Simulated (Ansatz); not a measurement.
I need a check of forces and pressure against finite differences of EuMg (distorted cell). Use Ansatz 0.2.0 through its Python package. Level of theory (first run): r2SCAN, PAW, cutoff 650 eV, 5×5×5 k-points, Gaussian smearing of 0.1 eV, collinear spin, D4 dispersion.

```
CELL_PARAMETERS angstrom
4.04133 0.00000 0.00000
0.00000 4.04133 0.00000
0.00000 0.00000 4.04133
ATOMIC_POSITIONS crystal
Eu 0.53279 0.52741 0.52361
Mg 0.00703 0.97844 0.01130
```

`run_fdcheck.py`
```python
from dataclasses import dataclass
import warnings

import ansatz
import numpy as np


@dataclass
class RunConfig:
    beta: float = 0.7
    occupations: str = "Gaussian"
    dispersion: str = "d4"
    cutoff_ev: int = 650
    kgrid: tuple[int, ...] = (5, 5, 5)
    tolerance: float = 1e-09


cfg = RunConfig()

VECTORS = np.array([
    [4.04133, 0.0, 0.0],
    [0.0, 4.04133, 0.0],
    [0.0, 0.0, 4.04133],
])
SITES = [
    ("Eu", (0.53279, 0.52741, 0.52361), 7),
    ("Mg", (0.00703, 0.97844, 0.0113), 0.0),
]


def build(cell):
    crystal = ansatz.Crystal(lattice=ansatz.Lattice.of(cell))
    for symbol, position, moment in SITES:
        crystal = crystal.atom(symbol, position, moment=moment or None)
    return crystal


def main() -> None:
    warnings.simplefilter("ignore", ansatz.DeckWarning)

    def solve(crystal):
        return (
            crystal.calculation()
            .mixing("msr1", beta=cfg.beta)
            .spin("collinear")
            .occupations(cfg.occupations)
            .functional(ansatz.Functional.R2SCAN, dispersion=cfg.dispersion)
            .basis(cfg.cutoff_ev, xc_grid=2)
            .kpoints(*cfg.kgrid)
            .scf(tolerance=cfg.tolerance)
            .forces()
            .stress()
            .run(threads=1)
        ).report


    centre = solve(build(VECTORS))
    start = build(VECTORS)
    print(f"force on atom 0 along z: analytic {centre['forces_ev_ang'][0][2]:.4f} eV/A")
    for h in (0.005, 0.02):
        shift = np.eye(3)[2] * h @ np.linalg.inv(VECTORS)
        plus, minus = (solve(start.move(0, to=np.array(SITES[0][1]) + sign * shift))["lagrangian_ev"] for sign in (1, -1))
        print(f"  step {h} A: numerical {-(plus - minus) / (2 * h):.4f} eV/A")
    volume = abs(np.linalg.det(VECTORS))
    larger, smaller = (solve(build(VECTORS * (1 + sign * 0.005) ** (1 / 3)))["lagrangian_ev"] for sign in (1, -1))
    numerical = -(larger - smaller) / (0.01 * volume) * 160.21766
    print(f"pressure: analytic {np.trace(centre['stress_gpa']) / 3:.3f}, numerical {numerical:.3f} GPa")


if __name__ == "__main__":
    main()
```

Running `python run_fdcheck.py` prints:
```text
force on atom 0 along z: analytic -0.1322 eV/A
  step 0.005 A: numerical -0.1322 eV/A
  step 0.02 A: numerical -0.1322 eV/A
pressure: analytic -0.083, numerical -0.082 GPa
```

Caveats:
- The settings weren't tested for convergence.
- Open f shells: without a Hubbard U, without spin-orbit coupling; the state reached hangs on the start and needn't be the lowest.
- Dispersion corrections can be off by several per cent in the lattices of metals, and by several GPa in the pressure at a fixed cell.
- The mesh is modest for a metal, so energies can be off by several to tens of meV an atom and pressures by half a GPa or more; differences at equal mesh fare better.
- The program warned that this SCF threshold is loose for forces or stresses.
- Pressure is positive in compression.
- r2SCAN tends to overestimate the moments of itinerant magnets.
- The cell is a database structure, distorted on purpose.
- The central difference errs as the square of the step, so the shorter step is the fairer test; what remains comes from the finite grid and the SCF threshold.
- The script silences the warnings on its input, which a real study should read.
- Hardware and time: 12 min on 1 thread of Arm Neoverse V1, with other jobs on the host, peak memory 0.65 GiB.
